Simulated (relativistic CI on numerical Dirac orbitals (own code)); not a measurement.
**Er XII (Er¹¹⁺): levels and lines**

What are the lowest levels and the strongest lines of Er¹¹⁺? One CI run answers it; further runs change one setting each.

Program: relativistic CI on numerical Dirac orbitals (own code) version 2. Level of theory: Dirac-Coulomb-Breit CI, KLI orbitals optimised for each configuration, model QED (radiative potential, 1s self-energy scaled to tabulated hydrogen-like ionisation energies). These are calculated values, not measurements, unless marked.

### 1 The system

* ion: Er¹¹⁺ (Er XII)
* nuclear charge: 68
* electrons: 57
* isotope: A = 166
* first configuration typed: [Kr] 4d10 4f9 5s2

Outer shells as boxes (Hund's rule):

first configuration typed
```
[Kr] core
4d [↑↓][↑↓][↑↓][↑↓][↑↓]
4f [↑↓][↑↓][↑ ][↑ ][↑ ][↑ ][↑ ]
5s [↑↓]
```

### 2 The main run

Input settings:

```ini
atom Er  Z=68  charge=11  electrons=57
nucleus A=166  rms_radius_fm=5.2516
hamiltonian dirac-coulomb  breit=on  qed=on  c_scale=1
orbitals kli  potential=per-configuration
slater_scale 1
correlation none
mixing on
configurations
  [Kr] 4d10 4f9 5s2
  [Kr] 4d10 4f7 5s2 5p2
  [Kr] 4d10 4f9 5s 5p
  [Kr] 4d10 4f11
  [Kr] 4d10 4f10 5s
  [Kr] 4d10 4f10 5d
  [Kr] 4d10 4f8 5s2 6s
  [Kr] 4d10 4f10 6s
  [Kr] 4d10 4f8 5s2 7s
end
```

### 3 Slater integrals scaled by 0.9

Settings: those of step 2 with these lines changed.

```diff
@@ -4,3 +4,3 @@
 orbitals kli  potential=per-configuration
-slater_scale 1
+slater_scale 0.9
 correlation none
```

### 4 Without QED terms

Settings: those of step 3 with these lines changed.

```diff
@@ -2,5 +2,5 @@
 nucleus A=166  rms_radius_fm=5.2516
-hamiltonian dirac-coulomb  breit=on  qed=on  c_scale=1
+hamiltonian dirac-coulomb  breit=on  qed=off  c_scale=1
 orbitals kli  potential=per-configuration
-slater_scale 0.9
+slater_scale 1
 correlation none
```

### 5 Without configuration mixing

Settings: those of step 4 with these lines changed.

```diff
@@ -2,3 +2,3 @@
 nucleus A=166  rms_radius_fm=5.2516
-hamiltonian dirac-coulomb  breit=on  qed=off  c_scale=1
+hamiltonian dirac-coulomb  breit=on  qed=on  c_scale=1
 orbitals kli  potential=per-configuration
@@ -6,3 +6,3 @@
 correlation none
-mixing on
+mixing off
 configurations
```

(Steps that only read results are left out.)

Before running it: what results should come out? Wanted: lowest level; first excitation.

The runs gave:

| run | time | mean size of shift, levels followed (cm⁻¹) | lowest level |
| --- | --- | --- | --- |
| main run | 25 s | 0 | 4f7 5s2 5p2 10P°7/2 |
| Slater integrals scaled by 0.9 | 25 s | 8907 | 4f7 5s2 5p2 10P°7/2 |
| without QED terms | 24 s | 425 | 4f7 5s2 5p2 10P°7/2 |
| without configuration mixing | 24 s | 1910 | 4f7 5s2 5p2 10P°7/2 |

| quantity | value |
| --- | --- |
| lowest level | 4f7 5s2 5p2 10P°7/2 |
| first excitation | 4f9 5s2 6H°15/2, 16704.0 cm⁻¹ |
| levels in the model | 9813 |

4f7 5s2 5p2 10P°7/2 comes out lowest; its LS label holds 56 % and its jj label 30 %; over the low levels the means are 84 and 42 %, so LS coupling describes them better. Of the changes tried, the run «Slater integrals scaled by 0.9» moves the low levels most, by 8907 cm⁻¹ on average. Low levels that differ in the count of f electrons can be misplaced by several ten thousand cm⁻¹. NIST lists 4f9 5s2 ° as the ground level, which this run does not put lowest. Lifetimes count radiative decay inside the model alone.
